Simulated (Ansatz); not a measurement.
**ZrI2Cl2: how energies converge with the basis set**

An exercise on one series of results from a longer session: the logs are not shown, and one member is left open.

Computed with Ansatz 0.2.0, Gaussian basis. Level: one geometry, several basis sets.

The runs, in order: PBE0-D4/def2-SVP; ωB97M-V/def2-SVP; PBE0-D4/def2-QZVPP; ωB97M-V/def2-QZVPP; the functionals' def2-TZVPP values are taken from earlier runs.

### Structure used throughout

All runs share one geometry, relaxed beforehand with PBE0-D4 in a triple-zeta def2 set. Zr, I take the def2 core potential; no spin-orbit term is included.

SMILES `[Cl][Zr]([Cl])([I])[I]`, 5 atoms, charge 0, spin multiplicity 1.

Atoms are counted from 1 here; the program's logs count them from 0.

Bond lengths: Cl1–Zr2 2.311 Å, Zr2–Cl3 2.311 Å, Zr2–I4 2.681 Å, Zr2–I5 2.681 Å. Angles: Cl1–Zr2–Cl3 109.6°, Cl1–Zr2–I4 109.5°, Cl1–Zr2–I5 109.5°, Cl3–Zr2–I4 109.5°, Cl3–Zr2–I5 109.5°, I4–Zr2–I5 109.3°.

The first run:

Input file in.yaml:

```yaml
crystal:
  periodic: [false, false, false]
  atoms:
    - {symbol: Cl, position_ang: [-0.150662, -0.645690, 2.262820]}
    - {symbol: Zr, position_ang: [0.064675, -0.067493, 0.035879]}
    - {symbol: Cl, position_ang: [1.937386, -1.088618, -0.853012]}
    - {symbol: I, position_ang: [-2.112278, -0.865210, -1.309656]}
    - {symbol: I, position_ang: [0.310881, 2.593309, -0.177432]}
basis:
  gaussian: {orbitals: def2-SVP}
hamiltonian: {xc: pbe0, dispersion: d4}
output: {orbitals: {seedname: orbitals}}
```

The run is started by

```sh
> ansatz run in.yaml --threads 4 --pin off --events-out ev --progress --plain --max-ram 11315MiB
```

Steps of the session up to this table: PBE0-D4 in def2-SVP; ωB97M-V in def2-SVP; PBE0-D4 in def2-QZVPP; ωB97M-V in def2-QZVPP.

One table of the session follows, with a row left open; its other results are not shown here.

It belongs to the step «Density functionals: the series». 

```
functional       basis  HOMO (eV)  LUMO (eV)
   PBE0-D4    def2-SVP          ?          ?
   PBE0-D4  def2-TZVPP      -8.09      -2.89
   PBE0-D4  def2-QZVPP      -8.10      -2.88
   ωB97M-V    def2-SVP     -10.09      -0.97
   ωB97M-V  def2-TZVPP     -10.10      -0.98
   ωB97M-V  def2-QZVPP     -10.11      -0.97
```

Estimate the missing values for PBE0-D4, def2-SVP.

**Answer.** HOMO (eV): -8.11; LUMO (eV): -2.92. In the column «HOMO (eV)» it lies between ωB97M-V, def2-SVP (-10.09) and PBE0-D4, def2-QZVPP (-8.10).
